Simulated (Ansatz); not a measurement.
# C2H6AlCl (dimethylaluminum chloride) at wB97X/cc-pVDZ

Aim: the electronic atomisation energy of C2H6AlCl (dimethylaluminum chloride) at wB97X/cc-pVDZ, from 5 runs. 

The results are computed with Ansatz 0.2.0.

56 further runs of the same task are left out: 56 set aside as unsound or not needed.

## Step 1: The molecule

The species is C2H6AlCl (10 atoms), meant as a singlet with charge 0. As SMILES, `[CH3][Al]([CH3])[Cl]`. The shape is that of a PBE0-D4/def2-TZVP optimisation.

Bond lengths: C1–Al2 1.942 Å, Al2–C3 1.942 Å, Al2–Cl4 2.114 Å, C1–H5 1.092 Å, C1–H6 1.095 Å, C1–H7 1.095 Å, C3–H8 1.095 Å, C3–H9 1.093 Å, C3–H10 1.094 Å. Some angles: C1–Al2–C3 125.8°, C1–Al2–Cl4 117.8°, C3–Al2–Cl4 116.4°, Al2–C1–H5 112.5°, Al2–C1–H6 110.7°, Al2–C1–H7 110.7°, Al2–C3–H8 110.7°, Al2–C3–H9 112.6°, Al2–C3–H10 110.7°, H5–C1–H6 108.1°.

## Step 2: A single-point energy at wB97X/cc-pVDZ

job.yaml

```yaml
crystal:
  periodic: [false, false, false]
  atoms:
    - {symbol: C, position_ang: [-0.517700, 1.358200, -0.989200]}
    - {symbol: Al, position_ang: [-0.252300, -0.446600, -0.322400]}
    - {symbol: C, position_ang: [0.742200, -0.932200, 1.273500]}
    - {symbol: Cl, position_ang: [-1.112300, -2.038200, -1.415400]}
    - {symbol: H, position_ang: [-1.121400, 1.383800, -1.898300]}
    - {symbol: H, position_ang: [-1.010200, 1.981400, -0.235400]}
    - {symbol: H, position_ang: [0.443800, 1.835600, -1.206000]}
    - {symbol: H, position_ang: [0.102400, -1.471200, 1.979300]}
    - {symbol: H, position_ang: [1.158700, -0.063300, 1.788800]}
    - {symbol: H, position_ang: [1.566900, -1.607500, 1.025200]}
basis:
  gaussian:
    orbitals: cc-pVDZ
hamiltonian:
  xc: {name: wB97X}
accuracy: high
output:
  orbitals: {seedname: orbitals}
```

On the command line:

```
ansatz run job.yaml --threads 1 --pin off --max-ram 3480MiB --events-out events.jsonl --progress --plain --runs-dir runs
```

Log:

```text
Warning: RAYON_NUM_THREADS=1 ignored (pool sized by the plan → 1); use --threads N
Functional definition: wB97X
  name "wB97X"
  parameter omega = 0.3/bohr
  parameter cx = 0.157706
  parameter cx1 = 0.726479
  parameter cx2 = 1.04760
  parameter cx3 = -5.70635
  parameter cx4 = 13.2794
  parameter css1 = -4.33879
  parameter css2 = 18.2308
  parameter css3 = -31.7430
  parameter css4 = 17.2901
  parameter cos1 = 2.37031
  parameter cos2 = -11.3995
  parameter cos3 = 6.58405
  parameter cos4 = -3.78132
  exchange = spin_sum(e_x_unif_sr(omega)*poly(b97_u_x, 1 - cx, cx1, cx2, cx3, cx4)) + cx*exact_x_sr(omega)
      + exact_x_lr(omega)
  correlation = spin_sum(e_c_pw_same_spin*poly(b97_u_same, 1, css1, css2, css3, css4))
      + integral(e_c_pw_opposite_spin*poly(b97_u_opposite, 1, cos1, cos2, cos3, cos4))
2223 factors; integrals over basis functions are off by at most 4.2e-9 eV
443 factors; integrals over basis functions are off by at most 2.4e-9 eV
mean field evaluation 1: about -21288.9876 eV, gradient 4.1e1 eV
mean field evaluation 2: about -21291.3230 eV, gradient 2.7e1 eV
mean field evaluation 4: about -21293.1151 eV, gradient 7.0e-1 eV
mean field evaluation 8: about -21293.2183 eV, gradient 4.0e-2 eV
mean field evaluation 16: about -21293.2183 eV, gradient 5.3e-6 eV
mean field -21293.21830962 eV, -782.5113398170 hartree, gradient 2.7e-8 eV, S^2 0.000000; 0 other end points of the search recorded, 0 dependent functions left out
reference -21293.21830614 eV, -782.5113396888 hartree; 24, 24 occupied and 70, 70 virtual orbitals, 2223 factors
Total energy: -21293.21830614 eV, -782.5113396888 hartree
```

Run time: 41 s. Hardware: 1 thread of Arm Neoverse V1, shared host; peak memory 0.6 GiB.

## Step 3: The Al atom, same level

run.yaml

```yaml
crystal:
  periodic: [false, false, false]
  atoms:
    - {symbol: Al, position_ang: [0.000000, 0.000000, 0.000000]}
basis:
  gaussian: {orbitals: cc-pVDZ}
magnetization: {spin_polarized: true, initial_magnetization: 1}
hamiltonian: {xc: {name: wB97X}}
accuracy: high
```

Run the same way, it converges to -242.34810 Eh (log not shown).

## Step 4: The C atom, same level

molecule.yaml

```yaml
crystal:
  periodic: [false, false, false]
  atoms:
    - {symbol: C, position_ang: [0.000000, 0.000000, 0.000000]}
basis:
  gaussian: {orbitals: cc-pVDZ}
magnetization: {spin_polarized: true, initial_magnetization: 2}
hamiltonian: {xc: {name: wB97X}}
accuracy: high
```

Run the same way, it converges to -37.83957 Eh (log not shown).

## Step 5: The Cl atom

in.yaml

```yaml
crystal:
  periodic: [false, false, false]
  atoms:
    - {symbol: Cl, position_ang: [0.000000, 0.000000, 0.000000]}
basis:
  gaussian:
    orbitals: cc-pVDZ
magnetization:
  spin_polarized: true
  initial_magnetization: 1
hamiltonian:
  xc: {name: wB97X}
accuracy: high
```

On the command line:

```
ansatz run in.yaml --threads 1 --pin off --max-ram 3480MiB --events-out events.jsonl --progress --plain --runs-dir runs
```

Log, shortened:

```text
Warning: RAYON_NUM_THREADS=1 ignored (pool sized by the plan → 1); use --threads N
[... 2 set-up lines as earlier in the session ...]
[...]
      + exact_x_lr(omega)
[...]
      + integral(e_c_pw_opposite_spin*poly(b97_u_opposite, 1, cos1, cos2, cos3, cos4))
141 factors; integrals over basis functions are off by at most 3.0e-9 eV
60 factors; integrals over basis functions are off by at most 4.0e-10 eV
[...]
mean field -12521.02236656 eV, -460.1390849175 hartree, gradient 8.9e-9 eV, S^2 0.752209; 0 other end points of the search recorded, 0 dependent functions left out
reference -12521.02236549 eV, -460.1390848781 hartree; 9, 8 occupied and 9, 10 virtual orbitals, 141 factors
Total energy: -12521.02236549 eV, -460.1390848781 hartree
```

Wall time 3.6 s (1 thread of Arm Neoverse V1, shared host); peak memory 0.17 GiB.

## Step 6: The H atom, same level

job.yaml

```yaml
crystal:
  periodic: [false, false, false]
  atoms:
    - {symbol: H, position_ang: [0.000000, 0.000000, 0.000000]}
basis:
  gaussian: {orbitals: cc-pVDZ}
magnetization: {spin_polarized: true, initial_magnetization: 1}
hamiltonian: {xc: {name: wB97X}}
accuracy: high
```

On the command line:

```
ansatz run job.yaml --threads 1 --pin off --max-ram 3480MiB --events-out events.jsonl --progress --plain --runs-dir runs
```

Log, shortened:

```text
Warning: RAYON_NUM_THREADS=1 ignored (pool sized by the plan → 1); use --threads N
[... 2 set-up lines as earlier in the session ...]
[...]
      + exact_x_lr(omega)
[...]
      + integral(e_c_pw_opposite_spin*poly(b97_u_opposite, 1, cos1, cos2, cos3, cos4))
15 factors; integrals over basis functions are off by at most 4.6e-8 eV
15 factors; integrals over basis functions are off by at most 1.0e-9 eV
[...]
mean field -13.62208925 eV, -0.5006025464 hartree, gradient 3.8e-9 eV, S^2 0.750000; 0 other end points of the search recorded, 0 dependent functions left out
reference -13.62208946 eV, -0.5006025542 hartree; 1, 0 occupied and 4, 5 virtual orbitals, 15 factors
Total energy: -13.62208946 eV, -0.5006025542 hartree
```

It took 0.5 s on 1 thread of Arm Neoverse V1, shared host.

## Step 7: Outcome

At wB97X/cc-pVDZ:

| quantity | value |
| --- | --- |
| molecule: total energy | -782.51134 Eh |
| molecule: HOMO energy | -10.20 eV |
| molecule: LUMO energy | 1.38 eV |
| molecule: HOMO–LUMO gap | 11.58 eV |
| Al atom: total energy | -242.34810 Eh |
| Al atom: ⟨S²⟩ | 0.755 |
| C atom: total energy | -37.83957 Eh |
| C atom: ⟨S²⟩ | 2.004 |
| Cl atom: total energy | -460.13908 Eh |
| Cl atom: ⟨S²⟩ | 0.752 |
| H atom: total energy | -0.50060 Eh |
| H atom: ⟨S²⟩ | 0.750 |
| electronic atomisation energy | 36.501 eV |

Taking the molecule apart into free atoms costs 36.50 eV (3522 kJ/mol), before zero-point energy and without spin-orbit coupling.
